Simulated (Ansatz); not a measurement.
# SnF4 (SMILES [F][Sn]([F])([F])[F]): PBE/def2-SVP (core potential)

What is the vertical ionisation energy of SnF4 at PBE/def2-SVP (core potential)? 

Program for the calculation: Ansatz 0.2.0.

48 further runs of the same task are left out: 21 that didn't finish, 27 set aside as unsound or not needed. Runs told in other sessions of the task aren't counted.

**1. The molecule**

The species is SnF4 (5 atoms), meant as a singlet with charge 0. SMILES: `[F][Sn]([F])([F])[F]`. The coordinates come from a PBE0-D4/def2-TZVP relaxation.

Bond lengths: F1–Sn2 1.876 Å, Sn2–F3 1.876 Å, Sn2–F4 1.876 Å, Sn2–F5 1.876 Å. Angles: F1–Sn2–F3 109.5°, F1–Sn2–F4 109.5°, F1–Sn2–F5 109.5°, F3–Sn2–F4 109.5°, F3–Sn2–F5 109.5°, F4–Sn2–F5 109.5°.

**2. The energy at PBE/def2-SVP (core potential)**

File molecule.yaml:

```yaml
crystal:
  periodic: [false, false, false]
  atoms:
    - symbol: F
      position_ang: [0.130300, -0.871400, 1.656700]
    - symbol: Sn
      position_ang: [0.009900, -0.014700, -0.008300]
    - symbol: F
      position_ang: [-1.285400, 1.340000, 0.078100]
    - symbol: F
      position_ang: [-0.477600, -1.263800, -1.320800]
    - symbol: F
      position_ang: [1.672500, 0.736200, -0.447200]
basis:
  gaussian:
    orbitals: def2-SVP
hamiltonian:
  xc: {name: PBE}
accuracy: high
output: {orbitals: {seedname: orbitals}}
```

On the command line:

```
$ ansatz run molecule.yaml --threads 1 --pin off --max-ram 3480MiB --events-out events.jsonl --progress --plain --runs-dir runs
```

Output:

```text
Warning: RAYON_NUM_THREADS=1 ignored (pool sized by the plan → 1); use --threads N
Functional definition: PBE
  name "PBE"
  parameter kappa = 0.804
  parameter beta = 0.06672455060314922
  exchange = pbe_x(kappa = kappa, mu = beta*pi^2/3)
  correlation = pbe_c(beta = beta)
1743 factors; integrals over basis functions are off by at most 3.2e-9 eV
mean field evaluation 1: about -16674.7384 eV, gradient 6.7e1 eV
mean field evaluation 2: about -16643.9940 eV, gradient 1.5e2 eV
mean field evaluation 4: about -16682.1306 eV, gradient 1.5e0 eV
mean field evaluation 8: about -16682.1279 eV, gradient 8.5e-2 eV
mean field evaluation 16: about -16682.1280 eV, gradient 5.5e-7 eV
mean field -16682.12795170 eV, -613.0568946723 hartree, gradient 1.1e-8 eV, S^2 0.000000; 0 other end points of the search recorded, 0 dependent functions left out
reference -16682.12795575 eV, -613.0568948215 hartree; 29, 29 occupied and 53, 53 virtual orbitals, 1743 factors
Total energy: -16682.12795575 eV, -613.0568948215 hartree
```

Wall time 6 s (1 thread of Arm Neoverse V1, shared host); peak memory 0.2 GiB.

**3. The doublet cation, same level**

Changes to molecule.yaml since step 2:

```diff
@@ -16,5 +16,9 @@
     orbitals: def2-SVP
-hamiltonian:
-  xc: {name: PBE}
 accuracy: high
 output: {orbitals: {seedname: orbitals}}
+total_charge: 1
+magnetization:
+  spin_polarized: true
+  initial_magnetization: 1
+hamiltonian:
+  xc: pbe
```

On the command line:

```
$ ansatz run molecule.yaml --threads 1 --pin off --max-ram 3480MiB --events-out events.jsonl --progress --plain --runs-dir runs
```

Output, shortened:

```text
Warning: RAYON_NUM_THREADS=1 ignored (pool sized by the plan → 1); use --threads N
[... 2 set-up lines as earlier in the session ...]
[...]
1746 factors; integrals over basis functions are off by at most 3.2e-9 eV
[...]
mean field -16668.74538453 eV, -612.5650944000 hartree, gradient 2.8e-8 eV, S^2 0.751790; 10 other end points of the search recorded, 0 dependent functions left out
reference -16668.74538860 eV, -612.5650945498 hartree; 29, 28 occupied and 53, 54 virtual orbitals, 1746 factors
Total energy: -16668.74538860 eV, -612.5650945498 hartree
```

It took 51 s on 1 thread of Arm Neoverse V1, shared host; peak memory 0.27 GiB.

**4. Summary of results**

At PBE/def2-SVP (core potential):

```
                                          quantity          value
                        singlet SnF4: total energy  -613.05689 Eh
                         singlet SnF4: HOMO energy       -9.78 eV
                         singlet SnF4: LUMO energy       -4.33 eV
                       singlet SnF4: HOMO–LUMO gap        5.46 eV
                      doublet cation: total energy  -612.56509 Eh
doublet cation: HOMO energy (highest over α and β)      -17.03 eV
 doublet cation: LUMO energy (lowest over α and β)      -16.99 eV
                              doublet cation: ⟨S²⟩          0.752
vertical ionisation energy (to the doublet cation)      13.383 eV
```

**Reading.** Removing an electron at fixed nuclei costs 13.38 eV (1291 kJ/mol). The negative HOMO energy of the first species, 9.78 eV, lies 3.60 eV below that difference.
